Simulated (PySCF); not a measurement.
# H8N4Ti ([Ti(NH2)4]-): the cost of one run

Programs: PySCF 2.14.0, with routines of our own; each step states its level. All values are computed. Atoms count from 0.

## 1. The starting structure

13 atoms, charge -1, states of the metal's open shell are computed; geometry from: model start, shaken.

## 2. Relaxing the molecule at PBE0-D3(BJ)/def2-TZVP

The job: settings as JSON, then the geometry in Å.

```
{"job": {"xc": "PBE0", "basis": "def2-TZVP", "d3": "d3bj", "grid": 1, "maxiter": 45, "kind": "geom"}, "charge": -1, "metal": "Ti", "open_shell": "d1"}
Ti     0.000020     0.004480    -0.004110
N      1.089380     1.095920     1.087860
H      0.870220     2.049080     1.441770
H      2.019670     0.876670     1.454500
N     -1.101160    -1.116700     1.102300
H     -0.858890    -2.049140     1.442290
H     -2.057500    -0.888660     1.421520
N     -1.106270     1.083730    -1.098670
H     -2.026630     0.866520    -1.486900
H     -0.877400     2.028250    -1.447450
N      1.079790    -1.109910    -1.117420
H      2.016840    -0.853410    -1.461260
H      0.868830    -2.015710    -1.457900
```

On the command line:

```bash
> OMP_NUM_THREADS=1 python lf_run.py task.json out
```

This one command runs all jobs of the session in turn.

Q: Estimate the wall time and peak memory of this first job on 1 thread of Arm Neoverse V1, shared host.

About 5.1 min, with a peak of 0.98 GiB.
